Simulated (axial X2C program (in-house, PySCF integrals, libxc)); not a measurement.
**Linear HTiF at several levels**

The task here is to estimate one member of a computed series from the others.

Method: all-electron X2C, two-component (2c) or spin-free, H dyall-v3z, Ti dyall-v3z, F dyall-av3z; program: an in-house X2C program for linear molecules on PySCF integrals.

All values are calculated.

2 further runs of the same task are left out: 2 set aside as unsound or not needed.

The first run:

Contents of task.json:

```json
{"zs": [1, 22, 9], "q": 0, "bas": ["dyall-v3z", "dyall-v3z", "dyall-av3z"], "r0": [1.68, 2.0], "symm": 0, "scan": ["PBE0", "HF", "PBE"], "levels": ["PBE0", "HF", "TPSSh"], "nst": 2}
```

Keys: zs atomic numbers; q charge; bas basis sets; r0 starting distance in Å; symm equal bonds; scan levels of the two-bond scan (MP2 follows by itself at each HF point); levels methods; nst determinants followed.

Launch:

```
$ python solin.py task.json out
```

Masses H 1.008, Ti 47.948, F 18.998 u.

Steps of the session up to this table: Scan at PBE0, 2c; Scan at HF, 2c; Scan at PBE, 2c.

One table of the session follows, with a row left open; its other results are not shown here.

| level | r(H–Ti) (Å) | r(Ti–F) (Å) | lower stretch (cm⁻¹) | upper stretch (cm⁻¹) |
| --- | --- | --- | --- | --- |
| PBE0, 2c | 1.811 | 1.823 | 654.9 | 1570.7 |
| HF, 2c | ? | ? | ? | ? |
| PBE, 2c | 1.811 | 1.825 | 647.2 | 1543.1 |
| MP2, 2c | 1.793 | 1.829 | 646.9 | 1639.0 |
| PBE0, spin-free | 1.810 | 1.823 | 655.1 | 1571.1 |
| HF, spin-free | 1.842 | 1.868 | 626.9 | 1572.7 |
| PBE, spin-free | 1.811 | 1.825 | 647.4 | 1543.5 |
| MP2, spin-free | 1.793 | 1.829 | 647.1 | 1639.0 |

**Question.** Estimate the row for HF, 2c.

**Answer.** r(H–Ti) (Å): 1.843; r(Ti–F) (Å): 1.868; lower stretch (cm⁻¹): 626.5; upper stretch (cm⁻¹): 1572.1. In the column «r(H–Ti) (Å)» it is the highest.

Scans not shown above were run alike.

Limits of these values: The molecule was held linear; bending was not examined, so a bent shape may lie lower. Note: functional without a current term on a determinant with orbital currents, of the molecule or an atom.
